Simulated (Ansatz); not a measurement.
**Cl− with SiH₃F: structure and interaction energy**

An exercise on one series of results from a longer session: the logs are not shown, and one member is left open.

The runs use Ansatz 0.2.0, Gaussian basis; PBE0-D4 structure, single points in def2-TZVPPD.

Levels: PBE-D4, revPBE-D4, BLYP-D4, r2SCAN-D4, B97M-V, PBE0-D4, B3LYP-D4, HSE06-D4, wB97X-V, wB97M-V, B2PLYP, Hartree-Fock, MP2, CCSD, CCSD(T). The reference is CCSD(T) extrapolated to the basis limit.

Cores are frozen in the correlated methods. B3LYP uses VWN-RPA correlation. B2PLYP carries no dispersion term here.

163 further runs of the same task are left out: 163 set aside as unsound or not needed.

### Starting geometry

The pair, from a GFN2-xTB docking trial: 6 atoms, charge -1, spin multiplicity 1.

Atoms are counted from 1 here; the program's logs count them from 0.

Bond lengths: Cl1–Si2 2.405 Å, Si2–F3 1.695 Å, Si2–H4 1.459 Å, Si2–H5 1.459 Å, Si2–H6 1.459 Å. Angles: Cl1–Si2–F3 179.4°, Cl1–Si2–H4 86.6°, Cl1–Si2–H5 86.7°, Cl1–Si2–H6 85.4°, F3–Si2–H4 93.4°, F3–Si2–H5 93.9°, F3–Si2–H6 94.0°, H4–Si2–H5 118.9°, H4–Si2–H6 119.6°, H5–Si2–H6 120.2°.

Coordinates:

```csv
atom,x (Å),y (Å),z (Å)
Cl1,0.04430,0.23400,-2.22660
Si2,-0.00610,-0.01790,0.16510
F3,-0.03170,-0.21090,1.84910
H4,1.14550,0.87740,0.19740
H5,-1.34580,0.55680,0.11200
H6,0.19380,-1.43950,-0.09700
```

Atoms 1 to 1 are fragment A (Cl−), the rest fragment B (SiH₃F).

The first run:

Contents of pre/in.yaml:

```yaml
crystal:
  periodic: [false, false, false]
  atoms:
    - {symbol: Cl, position_ang: [0.044300, 0.234000, -2.226600]}
    - {symbol: Si, position_ang: [-0.006100, -0.017900, 0.165100]}
    - {symbol: F, position_ang: [-0.031700, -0.210900, 1.849100]}
    - {symbol: H, position_ang: [1.145500, 0.877400, 0.197400]}
    - {symbol: H, position_ang: [-1.345800, 0.556800, 0.112000]}
    - {symbol: H, position_ang: [0.193800, -1.439500, -0.097000]}
basis:
  gaussian: {orbitals: def2-SVPD}
total_charge: -1
hamiltonian: {xc: pbe, dispersion: d4}
relax: {f_tol: 0.03, max_steps: 250}
```

Started as:

```console
$ ansatz run in.yaml --threads 2 --pin off --events-out ev --progress --plain --max-ram 5222MiB
```

Steps of the session up to this table: A first relaxation in a small basis; Relaxation at PBE0-D4; wB97X-V/def2-TZVPPD; wB97M-V/def2-TZVPPD; B2PLYP/def2-TZVPPD; B97M-V/def2-TZVPPD; CCSD(T)/def2-TZVPPD; MP2/def2-QZVPPD; Hartree-Fock/STO-3G; SPW92/def2-SVP; wB97M-V/def2-SVP; CCSD(T)/def2-SVP; Vibrations of the pair.

One of the session's tables, all rows but one given; the rest of the session is left out.

```
      method  interaction (kcal/mol)
      PBE-D4                  -34.65
   revPBE-D4                  -34.20
     BLYP-D4                  -30.95
   r2SCAN-D4                  -34.72
      B97M-V                  -33.64
     PBE0-D4                  -35.39
    B3LYP-D4                  -32.16
    HSE06-D4                  -35.35
     wB97X-V                  -33.50
     wB97M-V                  -33.86
      B2PLYP                       ?
Hartree-Fock                  -25.87
         MP2                  -32.57
        CCSD                  -31.00
     CCSD(T)                  -31.80
 CCSD(T)/CBS                  -33.84
```

Estimate the missing values for B2PLYP.

As computed: interaction (kcal/mol): -30.77. In the column «interaction (kcal/mol)» it lies between BLYP-D4 (-30.95) and Hartree-Fock (-25.87).

Among the levels timed on like hardware and quicker than the yardstick, those that no quicker one beats, quickest first: PBE-D4 (4.1 s, -0.81 kcal/mol); revPBE-D4 (4.2 s, -0.36 kcal/mol); wB97X-V (16 s, +0.34 kcal/mol); B97M-V (17 s, +0.20 kcal/mol); wB97M-V (18 s, -0.02 kcal/mol).

For cost: wB97M-V gets within 0.02 kcal/mol in 18 s, where CCSD(T)/CBS took 94 s; the quickest level in the cost chart, PBE-D4, takes 4.1 s and misses by 0.81 kcal/mol.

Limits of these values: A lower arrangement may exist.
